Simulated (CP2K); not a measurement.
**BP2H4F (SMILES FB(P)P), run twice**

Aim: the energy of BP2H4F at PM6.

The calculation is run with CP2K 2026.2.

3 further runs of the same task are left out: 1 that didn't finish, 2 set aside as unsound or not needed.

## (1) The structure to begin with

The species is BP2H4F (8 atoms), meant as a singlet with charge 0. As SMILES, `FB(P)P`. The coordinates come from a GFN2-xTB relaxation. This is one conformer, not always the lowest.

Bond lengths: F1–B2 1.324 Å, B2–P3 1.904 Å, B2–P4 1.904 Å, P3–H5 1.382 Å, P3–H6 1.382 Å, P4–H7 1.381 Å, P4–H8 1.380 Å. Angles: F1–B2–P3 117.1°, F1–B2–P4 117.0°, P3–B2–P4 124.7°, B2–P3–H5 98.6°, B2–P3–H6 97.1°, B2–P4–H7 98.6°, B2–P4–H8 97.2°, H5–P3–H6 95.0°, H7–P4–H8 95.0°.

## (2) The input as first written

Contents of molecule.xyz:

```xyz
8

F      0.663340    -0.516750     1.721110
B      0.398890    -0.219700     0.458380
P      0.965460     1.487550    -0.166700
P     -0.185310    -1.644210    -0.661790
H     -0.098720     1.764270    -1.003520
H      0.480510     2.228270     0.894030
H     -1.086750    -0.941410    -1.436960
H     -1.137410    -2.158010     0.195460
```

Contents of calc.inp:

```
&GLOBAL
  PROJECT calc
  RUN_TYPE ENERGY
  PRINT_LEVEL MEDIUM
&END GLOBAL

&FORCE_EVAL
  METHOD QUICKSTEP
  &DFT
    CHARGE 0
    MULTIPLICITY 1
    &QS
      METHOD PM6
      EPS_DEFAULT 1.0E-10
      &SE
        &COULOMB
          CUTOFF [angstrom] 50
          RC_RANGE [angstrom] 0
        &END COULOMB
        &EXCHANGE
          CUTOFF [angstrom] 50
          RC_RANGE [angstrom] 0
        &END EXCHANGE
      &END SE
    &END QS
    &POISSON
      PERIODIC NONE
      POISSON_SOLVER ANALYTIC
    &END POISSON
    &SCF
      SCF_GUESS ATOMIC
      EPS_SCF 1.0E-07
      MAX_SCF 3
      &DIAGONALIZATION
        ALGORITHM STANDARD
      &END DIAGONALIZATION
      &MIXING
        METHOD DIRECT_P_MIXING
        ALPHA 0.4
      &END MIXING
    &END SCF
    &PRINT
      &MOMENTS
        PERIODIC F
        REFERENCE COM
        MAX_MOMENT 1
      &END MOMENTS
      &MO ON
        ENERGIES T
        OCCUPATION_NUMBERS T
        NDIGITS 6
        &EACH
          QS_SCF 0
        &END EACH
        ADD_LAST NUMERIC
      &END MO
      &HIRSHFELD OFF
      &END HIRSHFELD
    &END PRINT
  &END DFT
  &SUBSYS
    &CELL
      ABC [angstrom] 18.1 20.4 19.2
      PERIODIC NONE
    &END CELL
    &TOPOLOGY
      COORD_FILE_NAME molecule.xyz
      COORD_FILE_FORMAT XYZ
      &CENTER_COORDINATES
      &END CENTER_COORDINATES
    &END TOPOLOGY
  &END SUBSYS
&END FORCE_EVAL
```

On the command line:

```bash
$ OMP_NUM_THREADS=1 cp2k.psmp -i calc.inp > calc.out 2>&1
```

What it wrote:

```text
CP2K| version string:                                       CP2K version 2026.2
 CP2K| Input file name                                                  calc.inp

[... 165 lines left out ...]
  Step     Update method      Time    Convergence         Total energy    Change
[... 12 lines left out ...]
  Total energy [eV]:                                         -808.72547305669059

  Atomic reference energy [eV]:                               864.31309805899423
  Heat of formation [kcal/mol]:                              1281.88118679049376

 *******************************************************************************
 *   ___                                                                       *
 *  /   \                                                                      *
 * [ABORT]                                                                     *
 *  \___/     SCF run NOT converged. To continue the calculation regardless,   *
 *    |             please set the keyword IGNORE_CONVERGENCE_FAILURE.         *
 *  O/|                                                                        *
 * /| |                                                                        *
 * / \                                                            qs_scf.F:702 *
 *******************************************************************************

 ===== Routine Calling Stack =====

            3 scf_env_do_scf
            2 qs_energies
            1 CP2K
```

It took 0.97 s on 1 thread of Intel Xeon Platinum 8488C (Sapphire Rapids), shared host; peak memory 0.18 GiB.

## (3) Diagnosis

The run stopped without converging.

The log says `\___/     SCF run NOT converged. To continue the calculation regardless,`. The fault: few scf steps. Among its listed settings the sound run differs in this, and the input shows the rest: iteration cap 100 in place of 3.

## (4) Second attempt

molecule.xyz is that of step 2.

Contents of gas.inp:

```
&FORCE_EVAL
  METHOD QS
  &DFT
    CHARGE 0
    MULTIPLICITY 1
    &QS
      METHOD PM6
      EPS_DEFAULT 1.0E-10
      &SE
        &COULOMB
          CUTOFF [angstrom] 50
          RC_RANGE [angstrom] 0
        &END COULOMB
        &EXCHANGE
          CUTOFF [angstrom] 50
          RC_RANGE [angstrom] 0
        &END EXCHANGE
      &END SE
    &END QS
    &POISSON
      PERIODIC NONE
      POISSON_SOLVER ANALYTIC
    &END POISSON
    &SCF
      SCF_GUESS ATOMIC
      EPS_SCF 1.0E-07
      MAX_SCF 100
      &DIAGONALIZATION
        ALGORITHM STANDARD
      &END DIAGONALIZATION
      &MIXING
        METHOD DIRECT_P_MIXING
        ALPHA 0.4
      &END MIXING
    &END SCF
    &PRINT
      &MOMENTS
        PERIODIC F
        REFERENCE COM
        MAX_MOMENT 1
      &END MOMENTS
      &MO ON
        ENERGIES T
        OCCUPATION_NUMBERS T
        NDIGITS 6
        &EACH
          QS_SCF 0
        &END EACH
        ADD_LAST NUMERIC
      &END MO
      &HIRSHFELD OFF
      &END HIRSHFELD
    &END PRINT
  &END DFT
  &SUBSYS
    &CELL
      ABC [angstrom] 18.1 20.4 19.2
      PERIODIC NONE
    &END CELL
    &TOPOLOGY
      COORD_FILE_NAME molecule.xyz
      COORD_FILE_FORMAT XYZ
      &CENTER_COORDINATES
      &END CENTER_COORDINATES
    &END TOPOLOGY
  &END SUBSYS
&END FORCE_EVAL
&GLOBAL
  PROJECT gas
  RUN_TYPE ENERGY
  PRINT_LEVEL MEDIUM
&END GLOBAL
```

On the command line:

```bash
$ OMP_NUM_THREADS=1 cp2k.psmp -i gas.inp > gas.out 2>&1
```

What it wrote:

```text
CP2K| version string:                                       CP2K version 2026.2
[...]
 GLOBAL| Method name                                                        CP2K
[...]
 GLOBAL| Run type                                                         ENERGY
[...]
                             - Atoms:                                          8
[...]
                             - Spherical basis functions:                     30
[...]
 Number of electrons:                                                         24
[...]
     1 P_Mix/Diag. 0.40E+00    0.0     0.69206664       -26.8564479714 -2.69E+01
[...]
    20 DIIS/Diag.  0.84E-07    0.0     0.00000009       -31.8082744496 -1.56E-13
  *** SCF run converged in    20 steps ***
  Core-core repulsion energy [eV]:                           1217.79892722474278
  Core Hamiltonian energy [eV]:                             -1418.63540237649886
  Two-electron integral energy [eV]:                        -1329.42138142069075
  Electronic energy [eV]:                                   -2083.34609308684412
  Total energy [eV]:                                         -865.54716586210156
  Atomic reference energy [eV]:                               864.31309805899423
  Heat of formation [kcal/mol]:                               -28.45828185610815
[...]
 SE_DIPOLE| Moment [Debye]          3.36630399      -1.29539412       0.35206453
 SE_DIPOLE| Derivative [a.u.]       0.00000000       0.00000000       0.00000000
 ENERGY| Total FORCE_EVAL ( QS ) energy [hartree]            -31.808274449575894
[...]
```

Wall time 1.1 s (1 thread of Intel Xeon Platinum 8488C (Sapphire Rapids), shared host); peak memory 0.19 GiB.

## (5) Outcome

At PM6:

```
         quantity           value
     total energy    -31.80827 Eh
    dipole moment          3.62 D
      HOMO energy        -9.56 eV
heat of formation  -28.5 kcal/mol
```
